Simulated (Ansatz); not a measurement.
**SbTeH3 (SMILES [SbH2][TeH]): single points off equilibrium**

The task here is to estimate one member of a computed series from the others.

Computed with Ansatz 0.2.0, Gaussian basis. Level: single points in def2-TZVPP.

Cores are frozen in the correlated methods. Filled d shells of the heavier atoms are correlated. Core potentials replace the inner electrons past krypton, and spin-orbit coupling is left out.

### The starting structure

SMILES `[SbH2][TeH]`, 5 atoms, charge 0, spin multiplicity 1.

Atoms are counted from 1 here; the program's logs count them from 0.

Bond lengths: Sb1–Te2 2.722 Å, Sb1–H3 1.727 Å, Sb1–H4 1.692 Å, Te2–H5 1.622 Å. Angles: Te2–Sb1–H3 90.7°, Te2–Sb1–H4 91.7°, H3–Sb1–H4 86.7°, Sb1–Te2–H5 94.1°.

As a file:

```mol
H3SbTe
  3D, bonds by distance, orders not assigned

  5  4  0  0  0  0  0  0  0  0999 V2000
   -0.7872   -0.9637   -0.5612 Sb  0  0
    0.1903    1.5443   -0.9688 Te  0  0
   -1.1262   -0.5865    1.0896 H   0  0
    0.7182   -1.5166   -0.0232 H   0  0
    1.0371    1.5650    0.4144 H   0  0
  1  2  8  0
  1  3  8  0
  1  4  8  0
  2  5  8  0
M  END
```

The first run:

run/in.yaml

```yaml
crystal:
  periodic: [false, false, false]
  atoms:
    - {symbol: Sb, position_ang: [-0.787200, -0.963700, -0.561200]}
    - {symbol: Te, position_ang: [0.190300, 1.544300, -0.968800]}
    - {symbol: H, position_ang: [-1.126200, -0.586500, 1.089600]}
    - {symbol: H, position_ang: [0.718200, -1.516600, -0.023200]}
    - {symbol: H, position_ang: [1.037100, 1.565000, 0.414400]}
basis:
  gaussian: {orbitals: def2-TZVPP}
correlation: {method: ccsd_t}
output: {forces: true}
```

The command line of these runs was not kept.

Among the steps run: CCSD(T)/def2-TZVPP; PBE0-D4/def2-TZVPP; wB97M-V/def2-TZVPP; r2SCAN-D4/def2-TZVPP; PBE-D4/def2-TZVPP; SPW92/def2-TZVPP; B97M-V/def2-TZVPP.

One table of the session follows, with a row left open; its other results are not shown here.

```
   method  RMS force component (eV/Å)  angle to CCSD(T) forces (°)  dipole (D)
  CCSD(T)                       0.340                    reference        0.99
  PBE0-D4                       0.342                         17.2        0.99
  wB97M-V                       0.320                         11.8        1.06
r2SCAN-D4                       0.355                         19.1        0.97
   PBE-D4                       0.445                         36.5        0.93
    SPW92                           ?                            ?           ?
   B97M-V                       0.383                         24.9        0.96
```

Estimate the missing values for SPW92.

The run gave: RMS force component (eV/Å): 0.359; angle to CCSD(T) forces (°): 35.0; dipole (D): 0.95. In the column «RMS force component (eV/Å)» it lies between r2SCAN-D4 (0.355) and B97M-V (0.383).
